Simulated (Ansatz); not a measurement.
# AlH5O3: the cost of one run

The runs use Ansatz 0.2.0, Gaussian basis; PBE0-D4/def2-TZVP structures, single points in def2-TZVPP, no counterpoise correction.

Levels: SPW92, PBE-D4, BLYP-D4, r2SCAN-D4, B97M-V, PBE0-D4, B3LYP-D4, r2SCAN0-D4, BHLYP-D4, CAM-B3LYP-D4, wB97X-V, wB97M-V, B2PLYP, PBE-QIDH, RPA on PBE, Hartree-Fock, MP2, CCSD, CCSD(T).

Cores are frozen in the correlated methods. B3LYP uses VWN-RPA correlation. B2PLYP carries no dispersion term here.

94 further runs of the same task are left out: 94 set aside as unsound or not needed. Runs told in other sessions of the task aren't counted.

### Step 1. Where the work starts

The complex: 11 atoms, charge 0, spin multiplicity 1.

Atoms are counted from 1 here; the program's logs count them from 0.

Bond lengths: Al1–H2 1.632 Å, Al1–O3 1.712 Å, Al1–O4 1.700 Å, Al1–O6 1.937 Å, O3–H9 0.954 Å, O4–H10 0.954 Å, H5–O6 0.981 Å, O6–H11 0.967 Å, H7–F8 0.967 Å. Angles: H2–Al1–O3 117.1°, H2–Al1–O4 114.5°, H2–Al1–O6 97.9°, O3–Al1–O4 118.5°, O3–Al1–O6 92.3°, O4–Al1–O6 111.6°, Al1–O3–H9 123.6°, Al1–O4–H10 123.9°, Al1–O6–H5 110.9°, Al1–O6–H11 106.1°, H5–O6–H11 109.0°.

As a file:

```
Al   -0.67109   -0.09157   -0.16772
H     0.21600   -1.39267   -0.59606
O    -0.87139    1.13605   -1.34416
O    -1.96924   -0.43435    0.87462
H     1.58146    0.41631    0.69012
O     0.72717    0.89674    0.73731
H     1.54931   -1.31544   -0.21438
F     2.39032   -1.02765    0.16676
H    -1.70351    1.32841   -1.76977
H    -2.06055   -1.25120    1.35902
H     0.81161    1.73537    0.26417
```

Its parts: AlH5O3 holds atoms 1, 2, 3, 4, 5, 6, 9, 10, 11; HF holds atoms 7, 8. Each part counts its atoms afresh in its own runs.

### Step 2. Relaxing AlH5O3 alone

relax-a/in.yaml reads:

```yaml
crystal:
  periodic: [false, false, false]
  atoms:
    - {symbol: Al, position_ang: [-0.671085, -0.091566, -0.167720]}
    - {symbol: H, position_ang: [0.216003, -1.392674, -0.596064]}
    - {symbol: O, position_ang: [-0.871388, 1.136052, -1.344158]}
    - {symbol: O, position_ang: [-1.969240, -0.434353, 0.874620]}
    - {symbol: H, position_ang: [1.581461, 0.416306, 0.690117]}
    - {symbol: O, position_ang: [0.727174, 0.896737, 0.737306]}
    - {symbol: H, position_ang: [-1.703511, 1.328414, -1.769768]}
    - {symbol: H, position_ang: [-2.060550, -1.251202, 1.359022]}
    - {symbol: H, position_ang: [0.811607, 1.735372, 0.264172]}
basis:
  gaussian: {orbitals: def2-TZVP}
hamiltonian: {xc: pbe0, dispersion: d4}
relax: {f_tol: 0.005, max_steps: 200}
```

Command:

```console
ansatz run in.yaml --threads 8 --pin off --events-out ev --progress --plain --max-ram 19148MiB
```

**Question.** How long does this run take on 8 threads of Arm Neoverse V2, shared host?

About 9 s.
